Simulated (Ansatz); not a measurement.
# BrClH₄OSi₂: a ladder of functionals and wavefunction methods

One table from this session's results is given with a row withheld; the runs are named, their logs left out.

The runs use Ansatz 0.2.0, Gaussian basis; functionals in def2-TZVPP, the program's frozen cores in correlated methods.

Levels to be run: LDA (SPW92), PBE-D4, revPBE-D4, BLYP-D4, r2SCAN-D4, B97M-V, PBE0-D4, B3LYP-D4, r2SCANh-D4, r2SCAN0-D4, HSE06-D4, BHLYP-D4, CAM-B3LYP-D4, LC-ωPBE, ωB97X-V, ωB97M-V, B2PLYP, PBE-QIDH; CCSD(T)/def2-SVP; CCSD(T)/def2-TZVPP; MP2/def2-QZVPP; extrapolation to the limit; RPA on PBE.

### Structure used throughout

An earlier PBE0-D4 in a triple-zeta def2 set relaxation fixed the geometry.

SMILES `O[Si]([SiH3])(Cl)Br`, 9 atoms, charge 0, spin multiplicity 1.

Atoms are counted from 1 here; the program's logs count them from 0.

Bond lengths: O1–Si2 1.628 Å, O1–H6 0.960 Å, Si2–Si3 2.329 Å, Si2–Cl4 2.055 Å, Si2–Br5 2.225 Å, Si3–H7 1.484 Å, Si3–H8 1.485 Å, Si3–H9 1.485 Å. Angles: Si2–O1–H6 119.0°, O1–Si2–Si3 109.2°, O1–Si2–Cl4 110.2°, O1–Si2–Br5 110.0°, Si3–Si2–Cl4 110.6°, Si3–Si2–Br5 110.3°, Cl4–Si2–Br5 106.5°, Si2–Si3–H7 107.8°, Si2–Si3–H8 109.4°, Si2–Si3–H9 109.2°, H7–Si3–H8 110.1°, H7–Si3–H9 110.1°, H8–Si3–H9 110.2°.

The first run:

in.yaml

```yaml
crystal:
  periodic: [false, false, false]
  atoms:
    - {symbol: O, position_ang: [-1.878966, -0.446711, 0.158421]}
    - {symbol: Si, position_ang: [-0.504840, 0.348341, 0.519946]}
    - {symbol: Si, position_ang: [1.229538, -0.480161, -0.795265]}
    - {symbol: Cl, position_ang: [-0.066704, 0.133381, 2.516652]}
    - {symbol: Br, position_ang: [-0.771938, 2.528733, 0.163952]}
    - {symbol: H, position_ang: [-2.691713, -0.197955, 0.605090]}
    - {symbol: H, position_ang: [2.464817, 0.259394, -0.435004]}
    - {symbol: H, position_ang: [1.405836, -1.929579, -0.524162]}
    - {symbol: H, position_ang: [0.902472, -0.261642, -2.226729]}
basis:
  gaussian: {orbitals: def2-TZVPP}
hamiltonian: {xc: lda}
output: {orbitals: {seedname: orbitals}}
```

Among the steps run: LDA; PBE-D4 (GGA); revPBE-D4 (GGA); BLYP-D4 (GGA); r2SCAN-D4 (meta-GGA); B97M-V (meta-GGA); PBE0-D4 (hybrid); B3LYP-D4 (hybrid); r2SCANh-D4 (hybrid); r2SCAN0-D4 (hybrid); HSE06-D4 (hybrid); BHLYP-D4 (hybrid); CAM-B3LYP-D4 (range-separated); LC-ωPBE-D4 (range-separated; the results give it without D4); ωB97X-V (range-separated); ωB97M-V (range-separated); B2PLYP (double hybrid); PBE-QIDH (double hybrid).

One of the session's tables, all rows but one given; the rest of the session is left out.

It belongs to the step «Frontier levels by functional». 

| functional | HOMO (eV) | gap (eV) |
| --- | --- | --- |
| LDA (SPW92) | -7.29 | 5.77 |
| PBE-D4 | -7.16 | 5.86 |
| revPBE-D4 | -7.11 | 5.90 |
| BLYP-D4 | -7.01 | 5.87 |
| r2SCAN-D4 | -7.47 | 6.43 |
| B97M-V | -7.56 | 6.40 |
| PBE0-D4 | -8.35 | 7.90 |
| B3LYP-D4 | -8.13 | 7.51 |
| r2SCANh-D4 | ? | ? |
| r2SCAN0-D4 | -8.54 | 8.25 |
| HSE06-D4 | -7.96 | 7.13 |
| BHLYP-D4 | -9.42 | 9.95 |
| CAM-B3LYP-D4 | -9.63 | 10.27 |
| LC-ωPBE | -10.93 | 12.67 |
| ωB97X-V | -10.61 | 12.25 |
| ωB97M-V | -10.39 | 11.76 |

**Question.** Estimate the row for r2SCANh-D4.

Worked estimate for «HOMO (eV)». Against the share of exact exchange, r2SCAN-D4 (0, -7.47), r2SCAN0-D4 (0.25, -8.54) give a slope of -4.28 per unit share; at 0.1 the line stands at -7.90.

**Answer.** HOMO (eV): -7.90; gap (eV): 7.16. In «HOMO (eV)» the line misses by 0.00.
